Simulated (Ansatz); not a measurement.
This script makes a convergence test of the plane-wave cutoff of Sc3SnC, space group Pm-3m with the Python package of Ansatz (0.2.0).

Script `run_ecut.py`:
```python
import ansatz as az
import matplotlib.pyplot as plt
import numpy as np

FUNCTIONAL = "pbesol"
SMEARING = "Fermi-Dirac"
SIGMA = 0.1

vectors = np.array([
    [4.53028, 0.0, 0.0],
    [0.0, 4.53028, 0.0],
    [0.0, 0.0, 4.53028],
])
xtal = (
    az.Lattice.of(vectors)
    .atom("Sc", [0.0, 0.5, 0.5])
    .atom("Sc", [0.5, 0.5, 0.0])
    .atom("Sc", [0.5, 0.0, 0.5])
    .atom("Sn", [0.0, 0.0, 0.0])
    .atom("C", [0.5, 0.5, 0.5])
)

base = (
    xtal.calculation()
    .functional(FUNCTIONAL)
    .kpoints(6)
    .occupations(SMEARING, width=SIGMA)
)

rows = []
for value in [250, 350, 450, 550, 650, 750]:
    r = base.basis(value).run().report
    rows.append((value, r["free_energy_ev"] / len(r["lattice"]["sites"]), r["n_iterations"], r["n_pw"]))

print(" cutoff (eV)   F/atom (eV)    iterations   plane waves")
for row in rows:
    print(f"{str(row[0]):>12s}  {row[1]:12.5f}  {row[2]:12d}  {row[3]:12d}")

for row in rows[:-1]:
    shift = 1000 * (row[1] - rows[-1][1])
    print(f"{row[0]}: {shift:+.2f} meV/atom" + ("  (within 2 meV)" if abs(shift) < 2 else ""))
plt.figure(figsize=(4.5, 3))
plt.plot([str(row[0]) for row in rows], [1000 * (row[1] - rows[-1][1]) for row in rows], "o-")
plt.xlabel("cutoff (eV)")
plt.ylabel("F - F(last) (meV/atom)")
plt.tight_layout()
plt.savefig("ecut.png", dpi=100)
```

How fast does the energy converge with the cutoff (threshold 2 meV an atom)?

From 450 eV on it stays within 2 meV an atom of the value at 750 eV; the first row (250 eV) is off by 405.9 meV and the last but one by 0.08 meV. The energy falls steadily, as expected when plane waves are added. The last run costs about 2.2 times the first.

The run itself:

```console
$ python run_ecut.py
DeckWarning: basis.ecutwfc = 250 eV is below the records' recommended 420 eV, and the density's cutoff is lower with it unless basis.ecutrho_ratio is high enough to keep the records' density cutoff: compare with a run at a higher cutoff
DeckWarning: basis.ecutwfc = 350 eV is below the records' recommended 420 eV, and the density's cutoff is lower with it unless basis.ecutrho_ratio is high enough to keep the records' density cutoff: compare with a run at a higher cutoff
 cutoff (eV)   F/atom (eV)    iterations   plane waves
         250   -2506.57142             7           847
         350   -2506.96991             7          1357
         450   -2506.97668             7          2007
         550   -2506.97700             7          2777
         650   -2506.97723             7          3431
         750   -2506.97731             7          4385
250: +405.89 meV/atom
350: +7.40 meV/atom
450: +0.63 meV/atom  (within 2 meV)
550: +0.31 meV/atom  (within 2 meV)
650: +0.08 meV/atom  (within 2 meV)
```
(Warnings from the package without file and line.)

For a metal this k-point mesh is coarse: on a finer one energies can move by several to tens of meV an atom and pressures by half a GPa or more, differences at one mesh by less. This cell is a computed structure, which may not be the phase found in nature. Shifts are counted from the last row, which is itself no proven limit. Wall time of the script: 32 s on 1 thread of Intel(R) Xeon(R) Processor @ 2.30GHz, on a shared host, peak memory 0.71 GiB.
